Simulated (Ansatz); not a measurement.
The system is NiMoIrPdW.

```xyz
10
Lattice="2.7705 0.0000 0.0000 -1.3852 2.3993 0.0000 0.0000 0.0000 21.8812" Properties=species:S:1:pos:R:3 pbc="T T T"
Ni    0.0000    1.5995    0.9700
Ni    1.3852    0.7998   20.9101
Mo    1.3852    0.7998    7.4987
Mo    1.3852    0.7998   16.6997
Pd    0.0000    1.5995    9.7958
Pd    0.0000    1.5995   14.3810
Ir    0.0000    1.5995    5.2489
Ir    0.0000    1.5995   18.8288
W     1.3852    0.7998    2.9859
W     1.3852    0.7998   12.0872
```

The cell was built by a generator and needn't be a form met in nature.

* Program: Ansatz 0.2.0
* Task: relaxation of cell and atoms
* Functional: LDA
* Potentials or basis: Ansatz PAW
* Cutoff: 420 eV (not typed: the program's choice for these potentials)
* k mesh: 8 × 8 × 1
* Occupations: fermi-dirac, width 0.05 eV
* Spin: collinear spin, ferromagnetic start
* Starting moments: [1.0, 1.0, 1.0, 1.0, 0.0, 0.0, 0.6, 0.6, 0.0, 0.0] μB

At the start: volume 14.54 Å³/atom.

Problem. Where does the relaxation end?

Solution. It ends after 7 steps and the volume is 13.74 Å³/atom (-5.5 %); space group P3m1 (No. 156, to 0.05 Å); moment 0.00 μB per cell.

The path:
| step | energy change (eV) | largest force (eV/Å) | volume (Å³) |
| --- | --- | --- | --- |
| 1 | 0.0000 | 0.2167 | 145.45 |
| 2 | -0.3700 | 0.1725 | 139.03 |
| 3 | -0.3894 | 0.2257 | 137.38 |
| 4 | -0.3950 | 0.0346 | 137.39 |
| 5 | -0.3951 | 0.0212 | 137.38 |
| 6 | -0.3951 | 0.0018 | 137.38 |
| 7 | -0.3930 | 0.0018 | 137.38 |

Final structure:
```xyz
10
Lattice="2.7199 0.0000 0.0000 -1.3599 2.3555 0.0000 0.0000 0.0000 21.4442" Properties=species:S:1:pos:R:3 pbc="T T T"
Ni    0.0000    1.5703    0.9303
Ni    1.3599    0.7852   20.5107
Mo    1.3599    0.7852    7.3406
Mo    1.3599    0.7852   16.3700
Pd    0.0000    1.5703    9.5953
Pd    0.0000    1.5703   14.1015
Ir    0.0000    1.5703    5.1336
Ir    0.0000    1.5703   18.4861
W     1.3599    0.7852    2.9044
W     1.3599    0.7852   11.8486
```

Caveat: the plane-wave basis is chosen anew once the cell has moved, so the energies of steps on either side of that aren't comparable; the PAW data sets come from PBE, with cores solved anew for the run's functional, which leaves a small shift of forces and pressure; the starting moments weren't kept.
